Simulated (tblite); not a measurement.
# GFN2-xTB run of BSiH3BrF (SMILES FB([SiH3])Br)

Wanted: a geometry optimisation of BSiH3BrF. The job is set up through a Python script.

Program for the calculation: tblite 0.8.0.

34 further runs of the same task are left out: 34 set aside as unsound or not needed.

**1. Starting point**

BSiH3BrF has 7 atoms, charge 0, and is taken as a singlet. SMILES: `FB([SiH3])Br`. The coordinates come from a GFN2-xTB relaxation. The run starts from this shape.

Bond lengths: F1–B2 1.318 Å, B2–Si3 1.991 Å, B2–Br4 1.891 Å, Si3–H5 1.465 Å, Si3–H6 1.466 Å, Si3–H7 1.466 Å. Angles: F1–B2–Si3 121.7°, F1–B2–Br4 113.6°, Si3–B2–Br4 124.7°, B2–Si3–H5 111.5°, B2–Si3–H6 110.9°, B2–Si3–H7 110.9°, H5–Si3–H6 107.8°, H5–Si3–H7 107.9°, H6–Si3–H7 107.7°.

**2. A geometry optimisation at GFN2-xTB**

The input, geom.xyz:

```xyz
7

F     -0.855350    -1.667130     1.066350
B     -0.705360    -0.860040     0.034700
Si     0.587320     0.653840     0.071620
Br    -1.819840    -1.289600    -1.431460
H      0.596010     1.383510    -1.198880
H      0.247790     1.605880     1.133810
H      1.949440     0.173530     0.323860
```

The input, xtb_job.py:

```python
import json
import numpy as np
from tblite.interface import Calculator
from tblite.interface import symbols_to_numbers
from scipy.optimize import minimize

symbols = list(map(str, np.loadtxt("geom.xyz", skiprows=2, usecols=0, dtype=str, ndmin=1)))
numbers = np.array(symbols_to_numbers(symbols))
positions = np.loadtxt("geom.xyz", skiprows=2, usecols=(1, 2, 3), ndmin=2) / 0.5291772

calc = Calculator("GFN2-xTB", numbers, positions, charge=0, uhf=0)
calc.set("verbosity", 0)
calc.set("accuracy", 0.01)
last, frames, energies, grads = [None], [], [], []

def fun(x):
    calc.update(x.reshape(-1, 3))
    last[0] = calc.singlepoint(last[0])
    return float(last[0].get('energy')), last[0].get('gradient').ravel()

def show(x):
    e, g = fun(x)
    frames.append(x.reshape(-1, 3).tolist())
    energies.append(e)
    grads.append(g.reshape(-1, 3).tolist())
    print(f"{len(energies) - 1:4d} {e:16.9f} {np.abs(g).max():12.3e} {np.linalg.norm(g):12.3e}")

print("step      energy/Eh       max grad     grad norm")
show(positions.ravel())
opt = minimize(fun, positions.ravel(), jac=True, method="BFGS", callback=show, options={"gtol": 3e-05, "maxiter": 500})
print("converged:", opt.success, "-", opt.message)
fun(opt.x)
res = last[0]
final = opt.x.reshape(-1, 3)
print("final geometry (angstrom)")
for s, p in zip(symbols, final * 0.529177210903):
    print(f"{s:<2} {p[0]:12.6f} {p[1]:12.6f} {p[2]:12.6f}")
print(f"Energy: {res.get('energy') * 27.211386:.8f} eV")
eps = np.atleast_2d(res.get("orbital-energies")) * 27.211386
occ = np.atleast_2d(res.get("orbital-occupations"))
filled = occ.sum(axis=0) if eps.shape[0] == 1 else occ[0]
homo = np.nonzero(filled > 0.5)[0].max()
print("  MO   occupation   energy/eV")
for i in range(max(0, homo - 4), min(eps.shape[1], homo + 5)):
    print(f"{i + 1:4d} {filled[i]:10.4f} {eps[0, i]:12.4f}")
mu = res.get("dipole") * 2.541746
print(f"dipole: {np.linalg.norm(mu):.4f} D, components " + " ".join(f"{c:.4f}" for c in mu))
q = res.get("charges")
print("Charges:", " ".join(f"{s}{i + 1}={c:+.4f}" for i, (s, c) in enumerate(zip(symbols, q))))
out = {k: np.asarray(res.get(k)).tolist() for k in ("energy", "gradient", "charges", "dipole", "orbital-energies", "orbital-occupations")}
out.update(symbols=symbols, positions=(positions * 0.529177210903).tolist(), final=final.tolist(), frames=frames, step_energies=energies, grads=grads, success=bool(opt.success))
json.dump(out, open("results.json", "w"))
```

Launch:

```bash
$ python xtb_job.py
```

**Question.** What will come out? Wanted: total energy at the end; dipole moment; HOMO energy; LUMO energy; HOMO–LUMO gap.

Computed results:

At GFN2-xTB:

| quantity | value |
| --- | --- |
| total energy at the end | -13.36988 Eh |
| dipole moment | 2.98 D |
| HOMO energy | -11.09 eV |
| LUMO energy | -7.95 eV |
| HOMO–LUMO gap | 3.14 eV |

**Reading.** At the final geometry: Bond lengths: F1–B2 1.318 Å, B2–Si3 1.991 Å, B2–Br4 1.892 Å, Si3–H5 1.465 Å, Si3–H6 1.466 Å, Si3–H7 1.466 Å. Angles: F1–B2–Si3 121.7°, F1–B2–Br4 113.6°, Si3–B2–Br4 124.7°, B2–Si3–H5 111.5°, B2–Si3–H6 110.9°, B2–Si3–H7 110.9°, H5–Si3–H6 107.9°, H5–Si3–H7 107.9°, H6–Si3–H7 107.7°. The optimisation took 6 steps and changed the energy by -0.000 eV.
